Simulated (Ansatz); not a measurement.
# C8H12O8Si: one species, many functionals

The task here is to estimate one member of a computed series from the others.

Program: Ansatz 0.2.0, Gaussian basis. Level of theory: functionals in def2-TZVPP. These are calculated values, not measurements.

Plan: PBE-D4, r2SCAN-D4, PBE0-D4, B3LYP-D4, ωB97X-V, ωB97M-V, B2PLYP.

### The geometry

The geometry comes from an earlier relaxation with PBE0-D4 in a triple-zeta def2 set; it is a stationary point, not always the lowest conformer.

SMILES `CC(=O)O[Si](OC(C)=O)(OC(C)=O)OC(C)=O`, 29 atoms, charge 0, spin multiplicity 1.

Atoms are counted from 1 here; the program's logs count them from 0.

Bond lengths: C1–C2 1.491 Å, C1–H18 1.091 Å, C1–H19 1.087 Å, C1–H20 1.092 Å, C2–O3 1.199 Å, C2–O4 1.353 Å, O4–Si5 1.642 Å, Si5–O6 1.642 Å, Si5–O10 1.642 Å, Si5–O14 1.642 Å, O6–C7 1.353 Å, C7–C8 1.491 Å, C7–O9 1.199 Å, C8–H21 1.092 Å, C8–H22 1.087 Å, C8–H23 1.091 Å, O10–C11 1.353 Å, C11–C12 1.491 Å and more. Angles: C2–C1–H18 109.9°, C2–C1–H19 110.0°, C2–C1–H20 108.7°, H18–C1–H19 110.7°, H18–C1–H20 107.3°, H19–C1–H20 110.2°, C1–C2–O3 126.1°, C1–C2–O4 111.6°, O3–C2–O4 122.2°, C2–O4–Si5 123.9°, O4–Si5–O6 114.4°, O4–Si5–O10 112.6°, O4–Si5–O14 101.7°, O6–Si5–O10 101.7°, O6–Si5–O14 112.6°, O10–Si5–O14 114.4°, Si5–O6–C7 123.9°, O6–C7–C8 111.6° and more.

Set-up of the first run:

The input, in.yaml:

```yaml
crystal:
  periodic: [false, false, false]
  atoms:
    - {symbol: C, position_ang: [-1.425025, 3.630317, 0.521287]}
    - {symbol: C, position_ang: [-0.852044, 2.496055, -0.258636]}
    - {symbol: O, position_ang: [-0.498514, 2.532875, -1.403301]}
    - {symbol: O, position_ang: [-0.757793, 1.373344, 0.489986]}
    - {symbol: Si, position_ang: [0.002404, 0.004460, -0.002811]}
    - {symbol: O, position_ang: [1.420542, 0.261471, -0.788593]}
    - {symbol: C, position_ang: [2.340125, 1.176931, -0.406372]}
    - {symbol: C, position_ang: [3.428584, 1.317284, -1.415666]}
    - {symbol: O, position_ang: [2.247927, 1.784687, 0.622582]}
    - {symbol: O, position_ang: [-0.856753, -0.823374, -1.130256]}
    - {symbol: C, position_ang: [-1.968318, -1.543089, -0.854157]}
    - {symbol: C, position_ang: [-2.417157, -2.335861, -2.034497]}
    - {symbol: O, position_ang: [-2.491665, -1.522993, 0.223941]}
    - {symbol: O, position_ang: [0.203427, -0.793530, 1.417559]}
    - {symbol: C, position_ang: [0.491181, -2.112144, 1.508283]}
    - {symbol: C, position_ang: [0.424808, -2.593607, 2.917862]}
    - {symbol: O, position_ang: [0.754132, -2.776855, 0.546185]}
    - {symbol: H, position_ang: [-2.373773, 3.331144, 0.969780]}
    - {symbol: H, position_ang: [-1.560205, 4.494469, -0.123681]}
    - {symbol: H, position_ang: [-0.742101, 3.873506, 1.338471]}
    - {symbol: H, position_ang: [2.997685, 1.698251, -2.344384]}
    - {symbol: H, position_ang: [4.190478, 1.999782, -1.048610]}
    - {symbol: H, position_ang: [3.859862, 0.339323, -1.635561]}
    - {symbol: H, position_ang: [-1.642940, -3.066193, -2.280505]}
    - {symbol: H, position_ang: [-2.532059, -1.681195, -2.899935]}
    - {symbol: H, position_ang: [-3.351780, -2.842362, -1.808771]}
    - {symbol: H, position_ang: [-0.601791, -2.487667, 3.275899]}
    - {symbol: H, position_ang: [1.055839, -1.970347, 3.553563]}
    - {symbol: H, position_ang: [0.734422, -3.633982, 2.970540]}
basis:
  gaussian: {orbitals: def2-TZVPP}
hamiltonian: {xc: pbe, dispersion: d4}
output: {forces: true, orbitals: {seedname: orbitals}}
```

Steps of the session up to this table: PBE-D4 (GGA); r2SCAN-D4 (meta-GGA); PBE0-D4 (hybrid); B3LYP-D4 (hybrid); ωB97X-V (range-separated); ωB97M-V (range-separated); B2PLYP (double hybrid).

One of the session's tables, all rows but one given; the rest of the session is left out.

| functional | HOMO (eV) | gap (eV) |
| --- | --- | --- |
| PBE-D4 | -6.54 | 4.98 |
| r2SCAN-D4 | -6.89 | 5.60 |
| PBE0-D4 | ? | ? |
| B3LYP-D4 | -7.98 | 7.26 |
| ωB97X-V | -10.72 | 12.63 |
| ωB97M-V | -10.67 | 12.47 |

**Question.** Estimate the row for PBE0-D4.

The run gave: HOMO (eV): -8.23; gap (eV): 7.79. In the column «HOMO (eV)» it lies between ωB97M-V (-10.67) and B3LYP-D4 (-7.98).
